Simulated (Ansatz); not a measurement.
# CaOsO3, space group Pm-3m: a convergence test of the k-point mesh

With Ansatz's Python interface.

Typed at the interpreter:
```pycon
>>> import csv
>>> import ansatz as az
>>> CUTOFF = 420
>>> OCCUPATIONS = "fermi_dirac"
>>> system = (
...     az.Lattice.of([3.952163, 0.0, 0.0], [0.0, 3.952163, 0.0], [0.0, 0.0, 3.952163])
...     .atom("Ca", [0.0, 0.0, 0.0])
...     .atom("Os", [0.5, 0.5, 0.5])
...     .atom("O", [0.5, 0.5, 0.0])
...     .atom("O", [0.5, 0.0, 0.5])
...     .atom("O", [0.0, 0.5, 0.5])
... )
>>> setup = (
...     system.calculation()
...     .functional(az.Functional.LDA)
...     .basis(CUTOFF)
...     .occupations(OCCUPATIONS, width=50 * az.meV)
... )
>>> rows = []
>>> for value in [(2, 2, 2), (3, 3, 3), (4, 4, 4), (5, 5, 5), (6, 6, 6), (7, 7, 7)]:
...     report = setup.kpoints(*value).run().report
...     rows.append((value, report["free_energy_ev"] / len(report["lattice"]["sites"]), report["n_iterations"], report["n_kpoints"]))
...
>>> with open("kconv.csv", "w", newline="") as handle:
...     writer = csv.writer(handle)
...     writer.writerow(["mesh", "F/atom (eV)", "iterations", "k-points"])
...     writer.writerows([round(v, 5) if isinstance(v, float) else v for v in row] for row in rows)
...
38
>>> # differences from the last row
>>> for row in rows[:-1]:
...     shift = 1000 * (row[1] - rows[-1][1])
...     print(f"{row[0]}: {shift:+.2f} meV/atom" + ("  (within 2 meV)" if abs(shift) < 2 else ""))
...
(2, 2, 2): +191.65 meV/atom
(3, 3, 3): +103.92 meV/atom
(4, 4, 4): -11.89 meV/atom
(5, 5, 5): +15.05 meV/atom
(6, 6, 6): -3.55 meV/atom
```

`kconv.csv`, as written:
```csv
mesh,F/atom (eV),iterations,k-points
"(2, 2, 2)",-2911.33598,7,4
"(3, 3, 3)",-2911.42371,7,4
"(4, 4, 4)",-2911.53952,7,10
"(5, 5, 5)",-2911.51258,7,10
"(6, 6, 6)",-2911.53118,7,20
"(7, 7, 7)",-2911.52763,7,20
```

What to keep in mind:
- The run is spin-unpolarised.
- Spin-orbit coupling, which matters for elements this heavy, is left out.
- The structure comes from a database of computed cells and needn't be a stable or known phase.
- Shifts are counted from the finest mesh, which is itself no proven limit.
- Hardware and time: 4.1 s on 1 thread of Intel(R) Xeon(R) 6975P-C (Granite Rapids) (shared host), peak memory 0.4 GiB.
